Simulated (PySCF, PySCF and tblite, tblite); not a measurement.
# C₄H₉NSeSi: a path driven as rotation about a bond, and NMR exchange, part 2 of 2

PySCF and tblite. Atoms count from 0. Earlier steps stand in the parts before.

## 10. Barriers, rates and exchange

The job: settings as JSON, then the geometry in Å.

```
{"job": {"smiles": "C=CN(C)C([SiH3])=[Se]", "charge": 0, "mult": 1, "motion": "rotation", "what": "enamine", "atoms": [1, 2], "drives": [{"terms": [["t", [0, 1, 2, 3], 0.25], ["t", [0, 1, 2, 4], 0.25], ["t", [9, 1, 2, 3], 0.25], ["t", [9, 1, 2, 4], 0.25]], "by": 180, "n": 12}], "flip": [1, 2], "study": "path", "level": {"kind": "nmr", "xc": "PBE0", "basis": "pcSseg-1"}, "fields": [80, 300, 600], "first": 1, "seed": 309, "kind": "path"}, "charge": 0, "multiplicity": 1}
C     -2.173540     0.828778    -0.182310
C     -0.849231     0.714523    -0.192843
N     -0.132481    -0.468913    -0.117812
C     -0.909495    -1.686263    -0.015835
C      1.209054    -0.470727    -0.139738
Si     2.242294     1.134588    -0.274102
Se     2.191696    -1.984079    -0.045400
H     -2.622201     1.802950    -0.245432
H     -2.851200    -0.001696    -0.113548
H     -0.235966     1.600097    -0.265362
H     -1.549753    -1.792177    -0.892384
H     -0.239186    -2.541012     0.039718
H     -1.525750    -1.658283     0.883483
H      1.916602     1.976765     0.881346
H      1.877800     1.798931    -1.529447
H      3.643757     0.755462    -0.269016
```

The log of the run:

```text
stationary points (kcal/mol above the start)
  n  kind          group   xTB      DFT    lowest mode
  0  minimum      Cs       0.00     0.00      40.2
  1  saddle       C1       5.18     4.89    -125.9
  2  minimum      C1       2.26     2.58      60.1

GFN2-xTB energies: T/K, barrier G, reaction G (kcal/mol), k forward, k back (1/s)
 150.00     4.37     2.24   2.68e+06   2.43e+09
 200.00     4.37     2.23   1.39e+08   1.91e+10
 250.00     4.38     2.22   1.53e+09    6.7e+10
 298.15     4.41     2.20   7.33e+09   1.51e+11
 350.00     4.44     2.18   2.46e+10   2.83e+11
 400.00     4.48     2.15   5.92e+10   4.45e+11
 500.00     4.60     2.09   2.03e+11   8.36e+11

PBE0/pcSseg-1 + D3(BJ) energies: T/K, barrier G, reaction G (kcal/mol), k forward, k back (1/s)
 150.00     4.08     2.55   7.09e+06   1.86e+10
 200.00     4.08     2.55   2.89e+08    8.8e+10
 250.00     4.09     2.54   2.75e+09   2.27e+11
 298.15     4.12     2.52    1.2e+10   4.21e+11
 350.00     4.15     2.50   3.74e+10   6.77e+11
 400.00     4.19     2.47   8.52e+10   9.54e+11
 500.00     4.31     2.41   2.72e+11   1.54e+12
```

Run time: 84 s. Hardware: 1 thread of Intel Xeon 6975P-C, shared host; peak memory 1 GiB. This counts the whole study up to here.

Barriers by level (kcal/mol; entropies in cal/(mol K)). Zero-point and thermal terms come from xTB in every row. ΔG‡ leaves symmetry out; the rate counts equivalent paths (a factor of 2); effective ΔG‡, where given, is the barrier that would give that rate by Eyring's equation alone:

| level | ΔE‡ | with zero-point | ΔH‡ | ΔS‡ | ΔG‡ (298 K) | ΔE of reaction | k at 298 K (1/s) | effective ΔG‡ |
| --- | --- | --- | --- | --- | --- | --- | --- | --- |
| GFN2-xTB | 5.18 | 4.37 | 4.21 | -0.7 | 4.41 | 2.26 | 7.3e+09 | 3.99 |
| PBE0/pcSseg-1 + D3(BJ) | 4.89 | 4.08 | 3.92 | -0.7 | 4.12 | 2.58 | 1.2e+10 | 3.70 |

Sites that the driver pairs across this motion, and where their lines would merge (no couplings; faster rotations or exchange between molecules can average them sooner):

| nucleus | sites: shielding (ppm) | proton frequency (MHz) | spread (Hz) | coalescence (K) | lines at 298 K |
| --- | --- | --- | --- | --- | --- |
| 77Se | Se6: 307; Se6 (end): 269 | 600 | 4326 | not given | – |
| 13C | C3: 152.7; C3 (end): 139.9 | 600 | 1941 | not given | – |
| 13C | C0: 85.9; C0 (end): 73.3 | 600 | 1897 | not given | – |
| 29Si | Si5: 416.2; Si5 (end): 421.9 | 600 | 685 | not given | – |
| 13C | C1: 41.1; C1 (end): 39.0 | 600 | 319 | not given | – |
| 1H | H7: 26.96; H7 (end): 26.62 | 600 | 207 | not given | – |
| 1H | H8: 26.97; H8 (end): 26.68 | 600 | 172 | not given | – |
| 1H | H10, H11, H12: 27.66; H10, H11, H12 (end): 27.94 | 600 | 166 | not given | – |

A dash: the driver gave no coalescence for this row (it judged the minor form too scarce).

Rows that set an atom against itself at the end compare its shielding in the two forms.

## 11. Shieldings, start: PBE0/pcseg-1

The job: settings as JSON, then the geometry in Å.

```
{"job": {"kind": "nmr", "xc": "PBE0", "basis": "pcseg-1", "pop": false}, "charge": 0, "multiplicity": 1}
C     -2.173540     0.828778    -0.182310
C     -0.849231     0.714523    -0.192843
N     -0.132481    -0.468913    -0.117812
C     -0.909495    -1.686263    -0.015835
C      1.209054    -0.470727    -0.139738
Si     2.242294     1.134588    -0.274102
Se     2.191696    -1.984079    -0.045400
H     -2.622201     1.802950    -0.245432
H     -2.851200    -0.001696    -0.113548
H     -0.235966     1.600097    -0.265362
H     -1.549753    -1.792177    -0.892384
H     -0.239186    -2.541012     0.039718
H     -1.525750    -1.658283     0.883483
H      1.916602     1.976765     0.881346
H      1.877800     1.798931    -1.529447
H      3.643757     0.755462    -0.269016
```

The log of the run:

```text
coarse grid: 61832 points
cycle   1  E = -2902.5338068885  dE = -6.951e-02  |g| = 4.557e-01  |ddm| = 4.135e+00
cycle   2  E = -2902.2762045136  dE =  2.576e-01  |g| = 1.067e+00  |ddm| = 1.985e+00
cycle   3  E = -2902.5966858322  dE = -3.205e-01  |g| = 1.142e-01  |ddm| = 1.396e+00
cycle   4  E = -2902.5995340470  dE = -2.848e-03  |g| = 5.230e-02  |ddm| = 1.664e-01
cycle   5  E = -2902.6002239946  dE = -6.899e-04  |g| = 1.999e-02  |ddm| = 6.957e-02
cycle   6  E = -2902.6003270316  dE = -1.030e-04  |g| = 2.306e-03  |ddm| = 2.228e-02
cycle   7  E = -2902.6003283869  dE = -1.355e-06  |g| = 8.455e-04  |ddm| = 3.745e-03
final grid: 129176 points
cycle   8  E = -2902.6003065534  dE =  3.113e-07  |g| = 1.402e-03  |ddm| = 4.034e-03
cycle   9  E = -2902.6003047399  dE =  1.814e-06  |g| = 2.865e-03  |ddm| = 5.778e-03
cycle  10  E = -2902.6003071331  dE = -2.393e-06  |g| = 3.751e-04  |ddm| = 3.857e-03
cycle  11  E = -2902.6003071687  dE = -3.567e-08  |g| = 6.088e-05  |ddm| = 4.128e-04
cycle  12  E = -2902.6003071697  dE = -1.004e-09  |g| = 1.074e-05  |ddm| = 6.597e-05
cycle  13  E = -2902.6003071698  dE = -1.774e-11  |g| = 2.986e-06  |ddm| = 1.204e-05
converged SCF energy = -2902.6003071698

GIAO shielding tensors (ppm)
atom      isotropic    diamagn.    paramagn.     s11        s22        s33       span
  0 C       96.704     255.147    -158.443     18.148     92.607    179.357    161.210
  1 C       52.495     256.679    -204.185    -45.503     74.578    128.408    173.911
  2 N       63.317     333.230    -269.913    -74.258     71.756    192.453    266.710
  3 C      161.599     246.168     -84.569    136.872    163.277    184.648     47.776
  4 C      -47.507     247.671    -295.178   -245.966    -30.718    134.164    380.130
  5 Si     409.627     881.244    -471.617    326.030    440.728    462.123    136.093
  6 Se     324.857    3000.000   -2675.143  -1414.725    673.265   1716.031   3130.756
  7 H       27.099      29.578      -2.479     25.153     26.404     29.739      4.586
  8 H       27.071      32.002      -4.930     24.385     25.079     31.750      7.365
  9 H       24.869      33.765      -8.896     21.039     22.760     30.808      9.768
 10 H       29.134      30.177      -1.043     25.116     27.051     35.234     10.117
 11 H       24.956      29.624      -4.668     16.953     26.651     31.266     14.313
 12 H       29.134      30.546      -1.412     25.111     27.073     35.217     10.106
 13 H       26.976      29.749      -2.773     22.881     26.426     31.622      8.742
 14 H       26.979      29.572      -2.593     22.887     26.425     31.625      8.738
 15 H       26.689      29.128      -2.439     21.557     28.421     30.090      8.533
```

It took 16 s on 1 thread of Intel Xeon 6975P-C, shared host; peak memory 0.75 GiB.

Key values: HOMO -5.79 eV, LUMO -1.84 eV; dipole 3.45 D.

## 12. Single-point energy, saddle of leg 1: PBE0/pcseg-1

The job: settings as JSON, then the geometry in Å.

```
{"job": {"kind": "sp", "xc": "PBE0", "basis": "pcseg-1", "pop": false}, "charge": 0, "multiplicity": 1}
C     -1.664317     1.222200     0.254390
C     -0.909389     0.529918    -0.577192
N     -0.168708    -0.608644    -0.169349
C     -0.866828    -1.875472    -0.169088
C      1.104171    -0.505026     0.191908
Si     1.959444     1.197231     0.169976
Se     2.045392    -1.948594     0.733871
H     -2.235425     2.069792    -0.079586
H     -1.738165     0.962111     1.297101
H     -0.834462     0.776219    -1.630990
H     -1.876609    -1.731400    -0.545881
H     -0.333450    -2.592964    -0.796905
H     -0.903331    -2.283763     0.843456
H      1.340849     2.006490     1.221256
H      1.703240     1.802626    -1.140499
H      3.377588     0.979276     0.397534
```

The log of the run:

```text
coarse grid: 61832 points
cycle   1  E = -2902.5293790649  dE = -1.014e-01  |g| = 4.293e-01  |ddm| = 4.098e+00
cycle   2  E = -2902.2969930936  dE =  2.324e-01  |g| = 1.007e+00  |ddm| = 2.004e+00
cycle   3  E = -2902.5888493008  dE = -2.919e-01  |g| = 1.091e-01  |ddm| = 1.373e+00
cycle   4  E = -2902.5914041111  dE = -2.555e-03  |g| = 5.253e-02  |ddm| = 1.728e-01
cycle   5  E = -2902.5920525979  dE = -6.485e-04  |g| = 2.243e-02  |ddm| = 6.403e-02
cycle   6  E = -2902.5921715805  dE = -1.190e-04  |g| = 2.232e-03  |ddm| = 2.139e-02
cycle   7  E = -2902.5921728597  dE = -1.279e-06  |g| = 9.152e-04  |ddm| = 3.918e-03
final grid: 129176 points
cycle   8  E = -2902.5921912371  dE =  4.110e-07  |g| = 1.594e-03  |ddm| = 3.895e-03
cycle   9  E = -2902.5921886290  dE =  2.608e-06  |g| = 3.467e-03  |ddm| = 5.837e-03
cycle  10  E = -2902.5921919383  dE = -3.309e-06  |g| = 3.328e-04  |ddm| = 4.109e-03
cycle  11  E = -2902.5921919653  dE = -2.695e-08  |g| = 5.995e-05  |ddm| = 3.751e-04
cycle  12  E = -2902.5921919663  dE = -1.034e-09  |g| = 1.259e-05  |ddm| = 7.601e-05
cycle  13  E = -2902.5921919663  dE = -3.956e-11  |g| = 3.122e-06  |ddm| = 1.255e-05
converged SCF energy = -2902.5921919663
```

Run time: 8.4 s. Hardware: 1 thread of Intel Xeon 6975P-C, shared host; peak memory 0.66 GiB.

Key values: HOMO -5.52 eV, LUMO -1.26 eV; dipole 4.75 D.

## 13. Shieldings, end: PBE0/pcseg-1

The job: settings as JSON, then the geometry in Å.

```
{"job": {"kind": "nmr", "xc": "PBE0", "basis": "pcseg-1", "pop": false}, "charge": 0, "multiplicity": 1}
C     -1.345812     1.497964    -0.012184
C     -1.163339     0.373109    -0.690416
N     -0.284299    -0.650780    -0.346298
C     -0.768685    -2.001306    -0.545029
C      0.914184    -0.445158     0.211147
Si     1.836760     1.224227     0.199741
Se     1.864574    -1.814991     0.907944
H     -2.042765     2.237903    -0.360148
H     -0.823759     1.710025     0.903487
H     -1.756189     0.156972    -1.571341
H     -1.653860    -1.989589    -1.176339
H      0.010688    -2.608934    -1.008892
H     -1.018172    -2.455933     0.416479
H      1.656534     1.844627     1.510700
H      1.307814     2.058355    -0.881451
H      3.237225     0.905186    -0.041593
```

The log of the run:

```text
coarse grid: 61832 points
cycle   1  E = -2902.5322024428  dE = -7.578e-02  |g| = 4.384e-01  |ddm| = 4.106e+00
cycle   2  E = -2902.3022318945  dE =  2.300e-01  |g| = 1.010e+00  |ddm| = 1.945e+00
cycle   3  E = -2902.5919622859  dE = -2.897e-01  |g| = 1.146e-01  |ddm| = 1.345e+00
cycle   4  E = -2902.5946698579  dE = -2.708e-03  |g| = 5.672e-02  |ddm| = 1.723e-01
cycle   5  E = -2902.5954343710  dE = -7.645e-04  |g| = 2.323e-02  |ddm| = 7.315e-02
cycle   6  E = -2902.5955697737  dE = -1.354e-04  |g| = 2.071e-03  |ddm| = 2.472e-02
cycle   7  E = -2902.5955709762  dE = -1.202e-06  |g| = 8.000e-04  |ddm| = 3.926e-03
final grid: 129176 points
cycle   8  E = -2902.5955832556  dE =  2.704e-07  |g| = 1.330e-03  |ddm| = 3.940e-03
cycle   9  E = -2902.5955814049  dE =  1.851e-06  |g| = 2.870e-03  |ddm| = 5.300e-03
cycle  10  E = -2902.5955837754  dE = -2.371e-06  |g| = 2.990e-04  |ddm| = 3.620e-03
cycle  11  E = -2902.5955837975  dE = -2.210e-08  |g| = 4.810e-05  |ddm| = 3.292e-04
cycle  12  E = -2902.5955837981  dE = -6.175e-10  |g| = 1.212e-05  |ddm| = 5.667e-05
converged SCF energy = -2902.5955837981

GIAO shielding tensors (ppm)
atom      isotropic    diamagn.    paramagn.     s11        s22        s33       span
  0 C       84.671     256.845    -172.175     -9.391     87.203    176.200    185.591
  1 C       51.369     254.233    -202.864    -52.356     78.655    127.808    180.163
  2 N       63.233     333.372    -270.140    -89.424     99.082    180.040    269.464
  3 C      148.640     243.820     -95.180    132.160    134.046    179.715     47.556
  4 C      -46.775     249.500    -296.275   -243.379    -42.188    145.242    388.621
  5 Si     417.036     881.111    -464.075    367.817    434.427    448.865     81.048
  6 Se     283.487    3000.915   -2717.429  -1348.543    345.650   1853.354   3201.897
  7 H       26.739      29.567      -2.828     24.963     26.033     29.220      4.256
  8 H       26.710      33.180      -6.470     22.894     26.331     30.905      8.011
  9 H       25.035      31.500      -6.465     22.046     24.602     28.457      6.412
 10 H       28.583      29.248      -0.665     24.362     28.403     32.984      8.621
 11 H       27.563      29.151      -1.587     22.471     27.433     32.786     10.316
 12 H       27.859      28.733      -0.874     23.343     26.391     33.844     10.500
 13 H       27.124      29.625      -2.501     24.178     25.461     31.732      7.554
 14 H       26.740      29.914      -3.174     21.689     27.724     30.808      9.119
 15 H       26.963      29.398      -2.436     22.448     27.605     30.835      8.387
```

It took 16 s on 1 thread of Intel Xeon 6975P-C, shared host; peak memory 0.75 GiB.

Key values: HOMO -5.72 eV, LUMO -1.75 eV; dipole 4.08 D.

## 14. Second level: PBE0/pcseg-1 + D3(BJ)

The job: settings as JSON, then the geometry in Å.

```
{"job": {"smiles": "C=CN(C)C([SiH3])=[Se]", "charge": 0, "mult": 1, "motion": "rotation", "what": "enamine", "atoms": [1, 2], "drives": [{"terms": [["t", [0, 1, 2, 3], 0.25], ["t", [0, 1, 2, 4], 0.25], ["t", [9, 1, 2, 3], 0.25], ["t", [9, 1, 2, 4], 0.25]], "by": 180, "n": 12}], "flip": [1, 2], "study": "path", "level": {"kind": "nmr", "xc": "PBE0", "basis": "pcseg-1", "wide": true}, "fields": [80, 300, 600], "first": 1, "seed": 309, "kind": "pathvar"}, "charge": 0, "multiplicity": 1}
C     -2.173540     0.828778    -0.182310
C     -0.849231     0.714523    -0.192843
N     -0.132481    -0.468913    -0.117812
C     -0.909495    -1.686263    -0.015835
C      1.209054    -0.470727    -0.139738
Si     2.242294     1.134588    -0.274102
Se     2.191696    -1.984079    -0.045400
H     -2.622201     1.802950    -0.245432
H     -2.851200    -0.001696    -0.113548
H     -0.235966     1.600097    -0.265362
H     -1.549753    -1.792177    -0.892384
H     -0.239186    -2.541012     0.039718
H     -1.525750    -1.658283     0.883483
H      1.916602     1.976765     0.881346
H      1.877800     1.798931    -1.529447
H      3.643757     0.755462    -0.269016
```

The log of the run:

```text
stationary points (kcal/mol above the start)
  n  kind          group   xTB      DFT    lowest mode
  0  minimum      Cs       0.00     0.00      40.2
  1  saddle       C1       5.18     4.83    -125.9
  2  minimum      C1       2.26     2.62      60.1

GFN2-xTB energies: T/K, barrier G, reaction G (kcal/mol), k forward, k back (1/s)
 150.00     4.37     2.24   2.68e+06   2.43e+09
 200.00     4.37     2.23   1.39e+08   1.91e+10
 250.00     4.38     2.22   1.53e+09    6.7e+10
 298.15     4.41     2.20   7.33e+09   1.51e+11
 350.00     4.44     2.18   2.46e+10   2.83e+11
 400.00     4.48     2.15   5.92e+10   4.45e+11
 500.00     4.60     2.09   2.03e+11   8.36e+11

PBE0/pcSseg-1 + D3(BJ) energies: T/K, barrier G, reaction G (kcal/mol), k forward, k back (1/s)
 150.00     4.08     2.55   7.09e+06   1.86e+10
 200.00     4.08     2.55   2.89e+08    8.8e+10
 250.00     4.09     2.54   2.75e+09   2.27e+11
 298.15     4.12     2.52    1.2e+10   4.21e+11
 350.00     4.15     2.50   3.74e+10   6.77e+11
 400.00     4.19     2.47   8.52e+10   9.54e+11
 500.00     4.31     2.41   2.72e+11   1.54e+12

PBE0/pcseg-1 + D3(BJ) energies: T/K, barrier G, reaction G (kcal/mol), k forward, k back (1/s)
 150.00     4.03     2.59   8.54e+06   2.56e+10
 200.00     4.03     2.59   3.32e+08   1.12e+11
 250.00     4.04     2.58   3.07e+09   2.75e+11
 298.15     4.06     2.56   1.31e+10   4.94e+11
 350.00     4.09     2.54   4.05e+10   7.76e+11
 400.00     4.14     2.51   9.13e+10   1.08e+12
 500.00     4.25     2.45   2.88e+11   1.69e+12
```

It took 2.1 min on 1 thread of Intel Xeon 6975P-C, shared host; peak memory 1 GiB. This counts the runs that the step sums up.

Barriers by level (kcal/mol; entropies in cal/(mol K)). Zero-point and thermal terms come from xTB in every row. ΔG‡ leaves symmetry out; the rate counts equivalent paths (a factor of 2); effective ΔG‡, where given, is the barrier that would give that rate by Eyring's equation alone:

| level | ΔE‡ | with zero-point | ΔH‡ | ΔS‡ | ΔG‡ (298 K) | ΔE of reaction | k at 298 K (1/s) | effective ΔG‡ |
| --- | --- | --- | --- | --- | --- | --- | --- | --- |
| GFN2-xTB | 5.18 | 4.37 | 4.21 | -0.7 | 4.41 | 2.26 | 7.3e+09 | 3.99 |
| PBE0/pcSseg-1 + D3(BJ) | 4.89 | 4.08 | 3.92 | -0.7 | 4.12 | 2.58 | 1.2e+10 | 3.70 |
| PBE0/pcseg-1 + D3(BJ) | 4.83 | 4.02 | 3.87 | -0.7 | 4.06 | 2.62 | 1.3e+10 | 3.65 |

## 15. Results

The summary covers parts 1 to 2.

```
                        quantity                             value
barrier (PBE0/pcSseg-1 + D3(BJ))  ΔE‡ 4.9, ΔG‡(298 K) 4.1 kcal/mol
              barrier (GFN2-xTB)                  ΔE‡ 5.2 kcal/mol
                   rate at 298 K                       1.2e+10 s⁻¹
                 end of the path       2.6 kcal/mol from the start
```

DFT puts the top 4.9 kcal/mol above the start (xTB: 5.2); the rate from the DFT barrier is 1.2e+10 s⁻¹ at 298 K. An error of 1.4 kcal/mol changes that rate tenfold.
